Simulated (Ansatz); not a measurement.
# CH4BrClSi: the cost of one run

Computed with Ansatz 0.2.0, driven from Python. The levels of theory stand in the script.

## Step 1: The system

Bond lengths: Cl1–C2 1.761 Å, C2–Si3 1.814 Å, Si3–Br4 2.171 Å, C2–H5 1.098 Å, C2–H6 1.109 Å, Si3–H7 1.494 Å, Si3–H8 1.552 Å. Angles: Cl1–C2–Si3 108.8°, Cl1–C2–H5 110.0°, Cl1–C2–H6 107.3°, Si3–C2–H5 111.2°, Si3–C2–H6 112.1°, H5–C2–H6 107.5°, C2–Si3–Br4 113.3°, C2–Si3–H7 111.7°, C2–Si3–H8 112.2°, Br4–Si3–H7 107.6°, Br4–Si3–H8 107.8°, H7–Si3–H8 103.7°.

The script holds or builds the structure itself.

## Step 2: Script

Contents of ch4brclsi.py:

```python
'''One geometry of CH4BrClSi, method by method.'''

import argparse
import warnings

import ansatz

parser = argparse.ArgumentParser(description='One geometry of CH4BrClSi, method by method.')
parser.add_argument('--basis', required=True, help='Gaussian basis set')
args = parser.parse_args()

GEOMETRY = '''
Cl   -1.00350    1.42140    1.32280
C    -0.58740    0.74540   -0.24860
Si    0.59550   -0.60890   -0.00640
Br   -0.27180   -2.34240    0.97160
H    -1.49460    0.39410   -0.75780
H    -0.16030    1.56780   -0.85790
H     1.18260   -1.06760   -1.30080
H     1.83160   -0.16690    0.82120
'''

warnings.simplefilter('ignore', ansatz.DeckWarning)

system = ansatz.Crystal.molecule()
for line in GEOMETRY.strip().splitlines():
    symbol, *xyz = line.split()
    system = system.atom(symbol, [float(v) for v in xyz])

model = system.calculation().basis(gaussian=args.basis)

methods = ['mp2', 'ccsd', 'ccsd_t']
reports = [model.correlation(m).run(threads=1, backend='cpu').report for m in methods]
print(f'Hartree-Fock reference {reports[0]["reference_energy_ev"] / 27.211386246:.6f} Ha')
best = reports[-1]['free_energy_ev'] - reports[-1]['reference_energy_ev']
for method, each in zip(methods, reports):
    gained = each['free_energy_ev'] - each['reference_energy_ev']
    print(f'{method:8s} total {each["free_energy_ev"] / 27.211386246:.6f} Ha  correlation {gained:9.4f} eV  ({100 * gained / best:.1f} % of the last)')
```

## Step 3: The input behind the calls

The package turns the script's settings into the engine's input (first run):

```yaml
crystal:
  periodic: [false, false, false]
  atoms:
    - { symbol: Cl, position_ang: [-1.0035, 1.4214, 1.3228] }
    - { symbol: C, position_ang: [-0.5874, 0.7454, -0.2486] }
    - { symbol: Si, position_ang: [0.5955, -0.6089, -0.0064] }
    - { symbol: Br, position_ang: [-0.2718, -2.3424, 0.9716] }
    - { symbol: H, position_ang: [-1.4946, 0.3941, -0.7578] }
    - { symbol: H, position_ang: [-0.1603, 1.5678, -0.8579] }
    - { symbol: H, position_ang: [1.1826, -1.0676, -1.3008] }
    - { symbol: H, position_ang: [1.8316, -0.1669, 0.8212] }
basis:
  gaussian:
    orbitals: def2-SVP
correlation:
  method: mp2
```

## Step 4: Launch

Started as:

```bash
$ python ch4brclsi.py --basis def2-SVP
```

What time and memory should one allow on 1 thread of Arm Neoverse V1, shared host?

About 24 s, with a peak of 0.44 GiB.
